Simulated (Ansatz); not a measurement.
# HfGe3 (AuCu3 type): a single-point run

Wanted: a converged single-point run for HfGe3 (AuCu3 type), and a check of what comes out. The structure is shown as the input types it.

Computed with Ansatz 0.2.0 (DFT PBE, scalar-relativistic, plane waves, PAW, unless a step's input says otherwise).

### Step 1. The system as given

Symmetry: Pm-3m, No. 221, cubic system. Conventional cell: a = 4.189 Å, b = 4.189 Å, c = 4.189 Å, α = 90.00°, β = 90.00°, γ = 90.00°. Hf (site symmetry m-3m) has 12 Ge at 2.96 Å as nearest neighbours. Ge (site symmetry 4/mmm) has 4 Hf at 2.96 Å and 8 Ge at 2.96 Å as nearest neighbours.

Structure file:

```cif
data_structure
_symmetry_space_group_name_H-M 'P 1'
_symmetry_Int_Tables_number 1
_cell_length_a 4.1894
_cell_length_b 4.1894
_cell_length_c 4.1894
_cell_angle_alpha 90.000
_cell_angle_beta 90.000
_cell_angle_gamma 90.000
_cell_volume 73.53
loop_
_atom_site_label
_atom_site_type_symbol
_atom_site_fract_x
_atom_site_fract_y
_atom_site_fract_z
_atom_site_occupancy
Hf1 Hf 0.00000 0.00000 0.00000 1
Ge1 Ge 0.00000 0.50000 0.50000 1
Ge2 Ge 0.50000 0.50000 0.00000 1
Ge3 Ge 0.50000 0.00000 0.50000 1
```

### Step 2. The calculation

Contents of input.yaml:

```yaml
crystal:
  lattice:
    - [4.1893899931, 0.0, 0.0]
    - [0.0, 4.1893899931, 0.0]
    - [0.0, 0.0, 4.1893899931]
  atoms:
    - { symbol: Hf, position: [0.0, 0.0, 0.0] }
    - { symbol: Ge, position: [0.0, 0.5, 0.5] }
    - { symbol: Ge, position: [0.5, 0.5, 0.0] }
    - { symbol: Ge, position: [0.5, 0.0, 0.5] }
basis:
  ecutwfc: 420
  ecutrho_ratio: 4
kpoints:
  mp_grid: { grid: [1, 1, 1] }
hamiltonian:
  xc: pbe
scf:
  occupations: { method: gaussian, width: 0.05 }
  max_iter: 80
output:
  forces: true
  stress: true
```

On the command line:

```
ansatz run input.yaml --threads 2 --pin off --max-ram 2662MiB --backend cpu --events-out ev --progress --plain --runs-dir out
```

**Question.** How will this run end, and is anything wrong with its input?

The program finished normally. It gives a pressure of 18 GPa, which is large; a structure far from rest gives such values too, whatever the setting.

In the input, kpoints.mp_grid.grid is [1, 1, 1]. One k-point can't sample the Brillouin zone of so small a cell.

To check: set kpoints.mp_grid.grid to [8, 8, 8].
